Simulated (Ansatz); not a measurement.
# Co: the cost of one run

Computed with Ansatz 0.2.0 (DFT PBEsol, scalar-relativistic, plane waves, PAW, unless a step's input says otherwise).

18 further runs of the same task are left out: 18 set aside as unsound or not needed. Runs told in other sessions of the task aren't counted.

## 1. Starting point

It takes space group P6_3/mmc (No. 194, hexagonal). The conventional cell has a = 2.382 Å, b = 2.382 Å, c = 3.491 Å, α = 90.00°, β = 90.00°, γ = 120.00°. Co (site symmetry -6m2) is surrounded by 12 Co at 2.22 to 2.38 Å.

Coordinates:

```cif
data_structure
_symmetry_space_group_name_H-M 'P6_3/mmc'
_symmetry_Int_Tables_number 194
_cell_length_a 2.3819
_cell_length_b 2.3819
_cell_length_c 3.4913
_cell_angle_alpha 90.000
_cell_angle_beta 90.000
_cell_angle_gamma 120.000
_cell_volume 17.15
loop_
_atom_site_label
_atom_site_type_symbol
_atom_site_symmetry_multiplicity
_atom_site_Wyckoff_symbol
_atom_site_fract_x
_atom_site_fract_y
_atom_site_fract_z
_atom_site_occupancy
Co1 Co 2 c 0.33333 0.66667 0.25000 1
```

## 2. Conventional a = b = 2.3819 A, c = 3.4913 Å

Contents of input.yaml:

```yaml
crystal:
  lattice:
    - [2.3819, 0.0, 0.0]
    - [-1.19095, 2.0627859093, 0.0]
    - [0.0, 0.0, 3.4913]
  atoms:
    - { symbol: Co, position: [0.3333333333, 0.6666666667, 0.25], spin: 1.79 }
    - { symbol: Co, position: [0.6666666667, 0.3333333333, 0.75], spin: 1.79 }
basis:
  ecutwfc: 520.0
kpoints:
  mp_grid: { grid: [21, 21, 12] }
hamiltonian:
  xc: pbesol
  pseudopotentials: { kind: paw, azcp: { folder: soft_1 } }
scf:
  occupations: { method: gaussian, width: 0.15 }
output:
  forces: true
  stress: true
  eigenvalues: true
  populations: true
magnetization:
  spin_polarized: true
```

The run is started by

```
ansatz run input.yaml --threads 2 --pin off --max-ram 4096MiB --backend cpu --events-out ev --progress --plain --runs-dir out
```

**Question.** How long does this run take on 2 threads of Intel Xeon 6975P-C (Granite Rapids), shared host, and how much memory does it need?

About 13 s, with a peak of 0.59 GiB.
